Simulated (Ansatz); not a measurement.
# Zr3S2: the cost of one run

Computed with Ansatz 0.2.0 (DFT PBE, scalar-relativistic, plane waves, PAW, unless a step's input says otherwise).

### 1 The starting structure

Symmetry: P6mm, No. 183, hexagonal system. The conventional cell has a = 3.936 Å, b = 3.936 Å, c = 9.024 Å, α = 90.00°, β = 90.00°, γ = 120.00°. Around Zr (site symmetry 3m) lie 3 Zr at 2.27 Å and 1 S at 2.41 Å. Around Zr (site symmetry 6mm) lie 6 S at 3.32 Å. Around S (site symmetry 3m) lie 3 S at 2.27 Å and 1 Zr at 2.41 Å.

Structure file:

```cif
data_structure
_symmetry_space_group_name_H-M 'P 1'
_symmetry_Int_Tables_number 1
_cell_length_a 3.9361
_cell_length_b 3.9361
_cell_length_c 9.0244
_cell_angle_alpha 90.000
_cell_angle_beta 90.000
_cell_angle_gamma 120.000
_cell_volume 121.08
loop_
_atom_site_label
_atom_site_type_symbol
_atom_site_fract_x
_atom_site_fract_y
_atom_site_fract_z
_atom_site_occupancy
Zr1 Zr 0.33333 0.66667 0.98163 1
Zr2 Zr 0.66667 0.33333 0.98163 1
Zr3 Zr 0.00000 0.00000 0.51666 1
S1 S 0.33333 0.66667 0.24816 1
S2 S 0.66667 0.33333 0.24816 1
```

Recipe of the guess: random cell by space group and Wyckoff sites (P6mm, No. 183). The dimensions are guesses.

### 2 Probe: one point on a coarse mesh

The input, input.yaml:

```yaml
crystal:
  lattice:
    - [3.93611633, 0.0, 0.0]
    - [-1.96805816, 3.40877673, 0.0]
    - [0.0, 0.0, 9.02442434]
  atoms:
    - { symbol: Zr, position: [0.33333333, 0.66666667, 0.98162517] }
    - { symbol: Zr, position: [0.66666667, 0.33333333, 0.98162517] }
    - { symbol: Zr, position: [0.0, 0.0, 0.51665727] }
    - { symbol: S, position: [0.33333333, 0.66666667, 0.24816429] }
    - { symbol: S, position: [0.66666667, 0.33333333, 0.24816429] }
basis:
  ecutwfc: 420
kpoints:
  mp_grid: { grid: [6, 6, 2] }
hamiltonian:
  xc: pbe
scf:
  occupations: { method: gaussian, width: 0.1 }
  lower_state_search: "off"
output:
  forces: true
  stress: true
  eigenvalues: true
```

The run is started by

```
> ansatz run input.yaml --threads 1 --pin off --max-ram 2560MiB --backend cpu --events-out ev --progress --plain --runs-dir out
```

**Question.** How long does this run take on 1 thread of Intel Xeon at 2.70GHz, shared host, and how much memory does it need?

About 3.6 s, with a peak of 0.36 GiB.
